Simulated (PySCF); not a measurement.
# Changing the system itself: LiCa

How does LiCa answer to another spin, charge, distance or environment?

Method: method and basis as typed in the scripts; program: PySCF 2.14.0.

1 further run of the same task is left out (it didn't finish).

### 1 Starting geometry

LiCa: 2 atoms, charge 0, spin multiplicity 2.

Bond lengths: Li1–Ca2 2.875 Å.

### 2 The base run

File input.py:

```python
from pyscf import gto, scf
from pyscf.prop.polarizability import uhf as pol

mol = gto.M(
    atom='Li 0 0 0; Ca 0 0 2.875',
    basis='3-21g',
    charge=0,
    spin=1,
    verbose=4,
)
mf = scf.UHF(mol)
mf.kernel()
print('polarizability (a.u.)')
print(pol.Polarizability(mf).polarizability().round(4))
mf.dip_moment()
print('orbital energies (hartree):', [e[max(0, n-3):n+3].round(4) for e, n in zip(mf.mo_energy, mol.nelec)])
```

Command:

```bash
> OMP_NUM_THREADS=1 python input.py
```

Its log is not repeated here.

In short: E(SCF) = -680.777216 Eh, 13 cycles, ⟨S²⟩ = 0.850, μ = 0.95 D, α(xx, yy, zz) = 259.9, 259.9, 573.2 bohr³.

The bond length is a typed value, not an optimised one.

### 3 Charge +1 (singlet)

Run 1 changes charge: 0 → 1; spin (2S): 1 → 0.

File input.py:

```python
from pyscf import gto, scf
from pyscf.prop.polarizability import uhf as pol

mol = gto.M(
    atom='Li 0 0 0; Ca 0 0 2.875',
    basis='3-21g',
    charge=1,
    spin=0,
    verbose=4,
)
mf = scf.UHF(mol)
mf.kernel()
print('polarizability (a.u.)')
print(pol.Polarizability(mf).polarizability().round(4))
mf.dip_moment()
print('orbital energies (hartree):', [e[max(0, n-3):n+3].round(4) for e, n in zip(mf.mo_energy, mol.nelec)])
```

Command:

```bash
> OMP_NUM_THREADS=1 python input.py
```

### 4 Charge +2

Run 2 changes charge: 0 → 2.

input.py: that of step 2 with these lines changed.

```diff
@@ -6,3 +6,3 @@
     basis='3-21g',
-    charge=0,
+    charge=2,
     spin=1,
```

### 5 Charge +1 (triplet)

Run 3 changes charge: 0 → 1; spin (2S): 1 → 2.

input.py: that of step 2 with these lines changed.

```diff
@@ -6,4 +6,4 @@
     basis='3-21g',
-    charge=0,
-    spin=1,
+    charge=1,
+    spin=2,
     verbose=4,
```

### 6 Electric field 0.05 a.u.

Run 4 changes electric field: none → 0.05 a.u.

input.py: that of step 2 with these lines changed.

```diff
@@ -11,2 +11,7 @@
 mf = scf.UHF(mol)
+field = 0.05  # electric field along z, atomic units
+h = mf.get_hcore() + field*mol.intor('int1e_r')[2]
+mf.get_hcore = lambda *args: h
+e_nuc = mol.energy_nuc() - field*mol.atom_charges() @ mol.atom_coords()[:, 2]
+mf.energy_nuc = lambda *args: e_nuc
 mf.kernel()
```

What does the calculation give? Wanted: for each run, E(SCF); from base; gap, α spin; SCF dipole.

As calculated:

```
                     run  E(SCF) (hartree)  from base (eV)  cycles  gap, α spin (eV)  SCF dipole (D)
                    base       -680.777216               0      13              4.69            0.95
     charge +1 (singlet)       -680.624916         +4.1443      11              6.43             n/a
               charge +2       -680.257769        +14.1349       8              8.45             n/a
     charge +1 (triplet)       -680.585573         +5.2149       9              5.01             n/a
electric field 0.05 a.u.       -681.290829        -13.9761      10              5.99           45.91
```

At the SCF level, going to the singlet with one electron fewer costs 4.14 eV at fixed geometry. At the SCF level, going to the triplet with one electron fewer costs 5.21 eV at fixed geometry, which need not be the lowest ionisation.
